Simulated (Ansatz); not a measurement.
# LiZn12: the cost of one run

Program: Ansatz 0.2.0. Level of theory: DFT PBE, plane waves, PAW, scalar-relativistic, no spin polarisation. These are calculated values, not measurements.

### 1 The system as given

The cell holds 13 atoms (LiZn12): a = 5.320 Å, b = 7.980 Å, c = 4.937 Å, α = 90.00°, β = 90.00°, γ = 120.00°.

Structure file:

```xyz
13
Lattice="5.3200 0.0000 0.0000 -3.9900 6.9109 0.0000 0.0000 0.0000 4.9370" Properties=species:S:1:pos:R:3 pbc="T T T"
Zn    0.0000    0.0000    0.0000
Zn    0.0000    1.5358    2.4685
Zn   -1.3300    2.3036    0.0000
Zn   -1.3300    3.8394    2.4685
Zn   -2.6600    4.6073    0.0000
Zn   -2.6600    6.1430    2.4685
Zn    2.6600    0.0000    0.0000
Zn    2.6600    1.5358    2.4685
Zn    1.3300    2.3036    0.0000
Zn    1.3300    3.8394    2.4685
Zn    0.0000    4.6073    0.0000
Zn    0.0000    6.1430    2.4685
Li    1.3292    5.3429    1.2663
```

### 2 Preparing the start

input.yaml

```yaml
accuracy: low
crystal:
  lattice:
    - [5.32, 0.0, 0.0]
    - [-3.99, 6.910883, 0.0]
    - [0.0, 0.0, 4.93696]
  atoms:
    - { symbol: Zn, position: [0.0, 0.0, 0.0] }
    - { symbol: Zn, position: [0.1666667, 0.2222222, 0.5] }
    - { symbol: Zn, position: [0.0, 0.3333333, 0.0] }
    - { symbol: Zn, position: [0.1666667, 0.5555556, 0.5] }
    - { symbol: Zn, position: [0.0, 0.6666667, 0.0] }
    - { symbol: Zn, position: [0.1666667, 0.8888889, 0.5] }
    - { symbol: Zn, position: [0.5, 0.0, 0.0] }
    - { symbol: Zn, position: [0.6666667, 0.2222222, 0.5] }
    - { symbol: Zn, position: [0.5, 0.3333333, 0.0] }
    - { symbol: Zn, position: [0.6666667, 0.5555556, 0.5] }
    - { symbol: Zn, position: [0.5, 0.6666667, 0.0] }
    - { symbol: Zn, position: [0.6666667, 0.8888889, 0.5] }
    - { symbol: Li, position: [0.82968, 0.7731091, 0.2564973] }
basis:
  ecutwfc: 420.0
kpoints:
  mp_grid: { grid: [2, 2, 2] }
hamiltonian:
  xc: pbe
scf:
  occupations: { method: fermi_dirac, width: 0.05 }
  lower_state_search: "off"
relax:
  f_tol: 0.08
  max_steps: 25
  adjacent_minimum: "off"
```

Command:

```
$ ansatz run input.yaml --threads 1 --pin off --max-ram 3072MiB --backend cpu --events-out ev --progress --plain --runs-dir out
```

What time and memory should one allow on 1 thread of Intel Xeon Platinum 8488C (Sapphire Rapids), shared host?

About 1.7 min, with a peak of 0.54 GiB.
